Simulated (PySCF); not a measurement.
# Co₂O₂: structure of the singlet

The task is one start of a wider search on Co₂O₂: the singlet, from a rhombic ring start. It is relaxed, tested by its Hessian and followed downhill if it is a saddle.

Computed with PySCF 2.14.0. Level: PBE0, basis Co def2-TZVP, O def2-TZVP, no relativity, density fitting.

### Step 1. Starting geometry

4 atoms, charge 0, spin multiplicity 1.

Bond lengths: Co1–Co2 2.516 Å, Co1–O3 1.844 Å, Co1–O4 1.844 Å, Co2–O3 1.844 Å, Co2–O4 1.844 Å. Angles: Co2–Co1–O3 47.0°, Co2–Co1–O4 47.0°, O3–Co1–O4 94.0°, Co1–Co2–O3 47.0°, Co1–Co2–O4 47.0°, O3–Co2–O4 94.0°, Co1–O3–Co2 86.0°, Co1–O4–Co2 86.0°.

Coordinates in bohr (charge 0 multiplicity 1):
```
Co    2.3771    0.0000    0.0000
Co   -2.3771    0.0000    0.0000
O     0.0000    2.5491    0.0000
O     0.0000   -2.5491    0.0000
```

### Step 2. Finding the electronic state

The steps below are one call of a driver around PySCF. For each, scf.py gives the equivalent set-up of the SCF; relaxations use the driver's own optimiser. After this first run the driver tries any further starts and a stability analysis.

scf.py reads:

```python
from pyscf import gto, scf, dft
mol = gto.M(atom='''
Co     1.257900     0.000000     0.000000
Co    -1.257900     0.000000     0.000000
O      0.000000     1.348900     0.000000
O      0.000000    -1.348900     0.000000''',
    basis={'Co': 'def2-TZVP', 'O': 'def2-TZVP'},
    charge=0, spin=0)
mf = dft.RKS(mol, xc='PBE0')
mf.grids.atom_grid = (50, 194)
aux = {'Co': 'def2-universal-JKFIT', 'O': 'def2-universal-JKFIT'}
mf = mf.density_fit(auxbasis=aux)
mf.conv_tol = 1e-08
mf.diis_space = 10
mf.max_cycle = 60
mf.init_guess = 'minao'
mf.verbose = 4
mf.kernel()
```

Run with:

```
> OMP_NUM_THREADS=4 python axn.py task.json out
```

After this run come: Rhombic ring start, singlet: relaxation; Vibrations and properties at this point; A spin-polarised start; Hessian and properties.

**Question.** What will these runs give? Wanted: minimum; geometry; wavenumbers; dipole moment; highest occupied, lowest empty level; polar-tensor charge of Co1; zero-point energy; atomisation energy; ⟨S²⟩.

As calculated:

| quantity | value |
| --- | --- |
| minimum | broken-symmetry (Ms = 0), D2h |
| geometry | Co–Co 2.440 Å, Co–O 1.746 Å (×4); Co–Co–O 45.7° (×4), Co–O–Co 88.6° (×2), O–Co–O 91.4° (×2) |
| wavenumbers (cm⁻¹) | 190, 313, 557, 657, 665, 736 |
| dipole moment | 0.00 D |
| highest occupied, lowest empty level (either spin) | -6.02, -2.73 eV |
| polar-tensor charge of Co1 | +0.93 e |
| zero-point energy | 18.6 kJ/mol |
| entropy at 298.15 K | 289.9 J/(mol K) |
| atomisation energy (no zero-point energy) | 936 kJ/mol |
| ⟨S²⟩ | 0.971 |

What this shows: The molecule stays D2h, as typed, and the end point is a minimum. The determinant is spin-contaminated (⟨S²⟩ = 0.97 against 0.00), so it is no pure spin state. The strongest infrared band lies at 657 cm⁻¹. Co1 has a polar-tensor charge of +0.9 e (a dipole derivative, not a static charge), yet symmetry cancels the bond dipoles. Only this shape and spin were tried, so other structures or states may lie lower. The SCF density has lower symmetry than the nuclear frame.
